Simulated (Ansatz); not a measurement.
# C3H4Si: the cost of one run

Computed with Ansatz 0.2.0 (the levels named in each step, unless a step's input says otherwise).

## (1) Starting point

Bond lengths: C1–C2 1.482 Å, C2–C3 1.342 Å, C2–Si4 1.888 Å, C3–Si4 1.882 Å, C1–H5 1.092 Å, C1–H6 1.092 Å, C1–H7 1.091 Å, C3–H8 1.080 Å. Angles: C1–C2–C3 136.3°, C1–C2–Si4 154.8°, C3–C2–Si4 68.9°, C2–C1–H5 110.0°, C2–C1–H6 111.6°, C2–C1–H7 110.0°, H5–C1–H6 108.8°, H5–C1–H7 107.6°, H6–C1–H7 108.8°, C2–C3–Si4 69.4°, C2–C3–H8 133.7°, Si4–C3–H8 156.9°, C2–Si4–C3 41.7°.

Coordinates:

```xyz
8

C    -1.8786   -0.7523   -0.1862
C    -0.4734   -0.2931   -0.0815
C     0.7394   -0.8249   -0.2991
Si    0.8926    0.9568    0.2876
H    -2.4310   -0.1122   -0.8765
H    -1.9386   -1.7841   -0.5387
H    -2.3668   -0.6848    0.7874
H     1.0810   -1.7937   -0.6324
```

## (2) A rough first relaxation, PBE-D4/def2-SVP

The input, input.yaml:

```yaml
crystal:
  periodic: [false, false, false]
  atoms:
    - { symbol: C, position_ang: [-1.87861, -0.75227, -0.18619] }
    - { symbol: C, position_ang: [-0.47341, -0.29307, -0.08151] }
    - { symbol: C, position_ang: [0.73942, -0.8249, -0.29906] }
    - { symbol: Si, position_ang: [0.89259, 0.95682, 0.28758] }
    - { symbol: H, position_ang: [-2.43105, -0.11216, -0.87651] }
    - { symbol: H, position_ang: [-1.93863, -1.78414, -0.53868] }
    - { symbol: H, position_ang: [-2.3668, -0.68483, 0.78745] }
    - { symbol: H, position_ang: [1.08104, -1.79375, -0.6324] }
basis:
  gaussian: { orbitals: def2-SVP }
hamiltonian:
  xc: pbe
  dispersion: d4
relax:
  f_tol: 0.03
  max_steps: 200
```

Launch:

```
$ ansatz run input.yaml --threads 4 --pin off --max-ram 10240MiB --backend cpu --events-out ev --progress --plain --runs-dir out
```

**Question.** How long does this run take on 4 threads of Arm Neoverse V1, shared host, and how much memory does it need?

About 3.5 s, with a peak of 0.12 GiB.
